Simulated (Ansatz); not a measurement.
**FeRu: competing magnetic orders**

Which arrangement of moments is lowest in this cell of FeRu? Methods of this session: PAW and LAPW. Its runs: parallel moments (PAW and LAPW); no spin polarisation (PAW); moments start +- (PAW and LAPW).

Method: DFT LDA, with the methods named in each step, in Ansatz 0.2.0.

## (1) The structure to begin with

The structure is hexagonal, space group P-6m2 (No. 187). Conventional cell: a = 2.643 Å, b = 2.643 Å, c = 4.070 Å, α = 90.00°, β = 90.00°, γ = 120.00°. Fe (site symmetry -6m2) has 6 Ru at 2.54 Å and 6 Fe at 2.64 Å as nearest neighbours. Ru (site symmetry -6m2) has 6 Fe at 2.54 Å and 6 Ru at 2.64 Å as nearest neighbours.

As a file:

```cif
data_structure
_symmetry_space_group_name_H-M 'P-6m2'
_symmetry_Int_Tables_number 187
_cell_length_a 2.6428
_cell_length_b 2.6428
_cell_length_c 4.0702
_cell_angle_alpha 90.000
_cell_angle_beta 90.000
_cell_angle_gamma 120.000
_cell_volume 24.62
loop_
_atom_site_label
_atom_site_type_symbol
_atom_site_symmetry_multiplicity
_atom_site_Wyckoff_symbol
_atom_site_fract_x
_atom_site_fract_y
_atom_site_fract_z
_atom_site_occupancy
Fe1 Fe 1 b 0.00000 0.00000 0.50000 1
Ru1 Ru 1 e 0.66667 0.33333 0.00000 1
```

The file gives the conventional cell by its symmetry; the runs use the cell typed in the input.

In patterns such as +-, the signs follow the magnetic atoms in the order of the input.

Atoms are numbered in the order of the input: Fe1, Ru2.

## (2) Parallel moments, PAW

File input.yaml:

```yaml
crystal:
  lattice:
    - [2.6428014205, 0.0, 0.0]
    - [-1.3214007102, 2.2887331673, 0.0]
    - [0.0, 0.0, 4.070227]
  atoms:
    - { symbol: Fe, position: [0.0, 0.0, 0.5], spin: 3.0 }
    - { symbol: Ru, position: [0.6666666667, 0.3333333333, 0.0], spin: 1.5 }
magnetization:
  spin_polarized: true
kpoints:
  mp_grid: { grid: [12, 12, 7] }
scf:
  occupations: { method: fermi_dirac, width: 0.05 }
  lower_state_search: "off"
hamiltonian:
  xc: lda
  pseudopotentials: { kind: paw }
output:
  forces: true
  stress: true
  eigenvalues: true
  populations: true
```

Run with:

```
ansatz run input.yaml --threads 1 --pin off --max-ram 3072MiB --backend cpu --events-out ev --progress --plain --runs-dir out
```

## (3) Parallel moments, LAPW

input.yaml: that of step 2 with these lines changed.

```diff
@@ -17,3 +17,3 @@
   xc: lda
-  pseudopotentials: { kind: paw }
+  pseudopotentials: { kind: all_electron, lapw: { basis_error: 0.001 } }
 output:
```

## (4) No spin polarisation, PAW

File input.yaml:

```yaml
crystal:
  lattice:
    - [2.6428014205, 0.0, 0.0]
    - [-1.3214007102, 2.2887331673, 0.0]
    - [0.0, 0.0, 4.070227]
  atoms:
    - { symbol: Fe, position: [0.0, 0.0, 0.5] }
    - { symbol: Ru, position: [0.6666666667, 0.3333333333, 0.0] }
kpoints:
  mp_grid: { grid: [12, 12, 7] }
scf:
  occupations: { method: fermi_dirac, width: 0.05 }
  lower_state_search: "off"
hamiltonian:
  xc: lda
  pseudopotentials: { kind: paw }
output:
  forces: true
  stress: true
  eigenvalues: true
```

## (5) Moments start +-, PAW

input.yaml: that of step 4 with these lines changed.

```diff
@@ -6,4 +6,6 @@
   atoms:
-    - { symbol: Fe, position: [0.0, 0.0, 0.5] }
-    - { symbol: Ru, position: [0.6666666667, 0.3333333333, 0.0] }
+    - { symbol: Fe, position: [0.0, 0.0, 0.5], spin: 3.0 }
+    - { symbol: Ru, position: [0.6666666667, 0.3333333333, 0.0], spin: -1.5 }
+magnetization:
+  spin_polarized: true
 kpoints:
@@ -20 +22,6 @@
   eigenvalues: true
+  populations: true
+  write_density: true
+  write_potential: true
+  elf: true
+  volumetric_format: npy
```

## (6) Moments start +-, LAPW

input.yaml: that of step 5 with these lines changed.

```diff
@@ -17,3 +17,3 @@
   xc: lda
-  pseudopotentials: { kind: paw }
+  pseudopotentials: { kind: all_electron, lapw: { basis_error: 0.001 } }
 output:
@@ -23,5 +23 @@
   populations: true
-  write_density: true
-  write_potential: true
-  elf: true
-  volumetric_format: npy
```

(Steps that only read results are left out.)

**Question.** What will these runs give? Wanted: lowest state (for each run or level that gives them).

**Answer**, as computed:

```
                                        quantity                  value
lowest state (LAPW), reached from several starts  Fe1 0.00, Ru2 0.00 μB
 lowest state (PAW), reached from several starts  Fe1 0.00, Ru2 0.00 μB
                     its gain over no spin (PAW)           0.0 meV/cell
```

What this shows: By LAPW the starts «parallel moments» and «moments start +-» end in one state, the lowest found. By PAW the starts «parallel moments» and «moments start +-» end in one state, the lowest found. In «parallel moments», «moments start +-» the moments died away, leaving the non-magnetic state. Only this cell's orders were tried, so longer waves of spin are out of reach.
